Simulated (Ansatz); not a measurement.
A nudged elastic band was laid between two geometries of a periodic cell of 63 atoms, BC62 (host C, host structure diamond, dopant B, one C atom removed), cell charge -1.

Method: DFT PBE-D3(BJ), scalar-relativistic, plane waves, PAW in Ansatz 0.2.0. Settings: PAW set soft_1, cutoff 420 eV, k mesh 2x2x2, fermi-dirac smearing 0.02 eV, no spin polarisation.

```
movable images  : 3
climbing image  : yes
spring          : 5.0 eV/Å²
optimiser       : lbfgs
start path      : IDPP
force threshold : 0.03 eV/Å
iteration limit : 80
end points      : relaxed
```

Image 0:

```xyz
63
Lattice="7.1400 0.0000 0.0000 0.0000 7.1400 0.0000 0.0000 0.0000 7.1400" Properties=species:S:1:pos:R:3
C 3.562 0.001 0.011
C 4.462 0.899 0.884
C 5.349 1.788 -0.003
C 6.253 2.670 0.894
C 5.346 -0.005 1.743
C 6.234 0.883 2.670
C -0.001 -0.002 -0.002
C 0.881 0.901 0.894
C 1.785 1.793 0.010
C 2.682 2.689 0.907
C 3.580 3.591 0.026
C 4.538 4.420 0.856
C 5.353 5.351 0.011
C 6.251 6.250 0.884
C 1.786 0.002 1.787
C 2.659 0.900 2.686
C 3.567 1.787 1.791
C 4.455 2.679 2.679
C 5.353 3.575 1.786
C 6.251 4.448 2.686
C 3.519 -0.004 3.571
C 4.446 0.883 4.459
C 5.343 1.776 3.567
C 6.239 2.669 4.464
C 5.343 -0.008 5.352
C 6.239 0.888 6.245
C 0.005 3.574 0.010
C 0.900 4.471 0.907
C 1.802 5.369 0.027
C 2.631 6.326 0.857
C -0.006 1.783 1.789
C 0.884 2.673 2.685
C 1.802 3.591 1.804
C 2.632 4.421 2.761
B 4.454 6.242 2.678
C -0.013 -0.008 3.567
C 0.880 0.888 4.464
C 1.773 1.788 3.574
C 2.670 2.670 4.477
C 3.562 3.576 3.577
C 4.462 4.448 4.475
C 5.346 5.308 3.571
C 6.234 6.234 4.459
C 1.773 -0.002 5.364
C 2.670 0.901 6.246
C 3.564 1.783 5.358
C 4.461 2.673 6.248
C 5.349 3.562 5.364
C 6.253 4.459 6.245
C -0.002 5.356 1.791
C 0.890 6.244 2.680
C -0.001 3.562 3.573
C 0.881 4.459 4.477
C 1.786 5.351 3.577
C 2.659 6.250 4.475
C -0.006 1.782 5.358
C 0.891 2.679 6.255
C 1.785 3.574 5.369
C 2.682 4.471 6.265
C 3.567 5.356 5.363
C 4.455 6.244 6.255
C -0.006 5.353 5.358
C 0.884 6.249 6.248
```

Image 4:

Only the atoms that move by more than 0.05 Å are listed.
```
C5 5.396 0.041 1.705
C12 4.509 4.466 0.896
C21 3.490 0.041 3.611
C30 2.681 6.294 0.896
C34 2.681 4.466 2.724
B35 3.574 5.359 1.789
C42 5.396 5.275 3.611
```

Which bonds break or form, and what moves?

The atom that moves furthest is B35, by 1.53 Å; four of its nearest neighbours are C5 1.57, C42 1.57, C21 1.57, C6 2.52 Å at the first end and C34 1.57, C12 1.57, C30 1.57, C11 2.52 Å at the last.

Give the energies along the band, and the barrier.

The forces met the threshold. The highest image is number 2 of 0 to 4, 1.25 eV above the ends, which have the same energy within 2 meV. By the program's own check the climbing image is a first-order saddle point (lowest curvatures found: -11.17 and 3.13 eV/Å²). Limits of this set-up: coarse k mesh, no spin, though dangling bonds at a vacancy may carry it, a typed lattice constant that wasn't relaxed here, charged cell in a uniform background, uncorrected.

```csv
image,path coordinate (Å),energy (eV),C5–B35 (Å),C21–B35 (Å),B35–C42 (Å)
0,0.00,0.00,1.57,1.57,1.57
1,0.40,0.55,1.70,1.70,1.70
2,0.80,1.25,1.94,1.94,1.93
3,1.20,0.55,2.25,2.25,2.25
4,1.60,0.00,2.58,2.58,2.58
```

What is the geometry of the highest image?


```xyz
63
Lattice="7.1400 0.0000 0.0000 0.0000 7.1400 0.0000 0.0000 0.0000 7.1400" Properties=species:S:1:pos:R:3
C 3.566 0.020 -0.004
C 4.462 0.898 0.873
C 5.357 1.791 -0.009
C 6.257 2.670 0.890
C 5.330 -0.023 1.705
C 6.206 0.853 2.658
C 0.005 0.004 -0.010
C 0.883 0.903 0.890
C 1.790 1.800 0.009
C 2.691 2.701 0.910
C 3.589 3.609 0.042
C 4.542 4.486 0.919
C 5.374 5.353 -0.004
C 6.252 6.249 0.873
C 1.776 0.020 1.785
C 2.654 0.898 2.682
C 3.570 1.788 1.789
C 4.458 2.673 2.678
C 5.374 3.563 1.785
C 6.251 4.440 2.681
C 3.485 -0.023 3.550
C 4.438 0.853 4.426
C 5.338 1.761 3.557
C 6.238 2.661 4.458
C 5.337 -0.016 5.333
C 6.238 0.885 6.233
C 0.013 3.576 0.008
C 0.914 4.477 0.910
C 1.821 5.376 0.041
C 2.697 6.329 0.917
C -0.006 1.781 1.782
C 0.894 2.681 2.685
C 1.822 3.609 1.809
C 2.698 4.485 2.762
B 4.017 5.797 2.234
C -0.027 -0.016 3.556
C 0.874 0.885 4.458
C 1.771 1.791 3.577
C 2.670 2.670 4.477
C 3.565 3.562 3.594
C 4.461 4.440 4.471
C 5.327 5.272 3.547
C 6.204 6.225 4.424
C 1.771 0.004 5.364
C 2.671 0.904 6.243
C 3.562 1.781 5.354
C 4.465 2.681 6.254
C 5.357 3.558 5.364
C 6.256 4.458 6.242
C 0.001 5.356 1.789
C 0.886 6.245 2.678
C 0.004 3.558 3.577
C 0.883 4.457 4.476
C 1.776 5.352 3.594
C 2.654 6.249 4.471
C -0.006 1.781 5.353
C 0.894 2.680 6.254
C 1.789 3.576 5.373
C 2.690 4.477 6.274
C 3.569 5.356 5.361
C 4.458 6.245 6.246
C -0.007 5.349 5.352
C 0.893 6.252 6.253
```

Time of the run: 17 min on 4 threads of Arm Neoverse V1, on a shared host, peak memory 2.9 GiB.
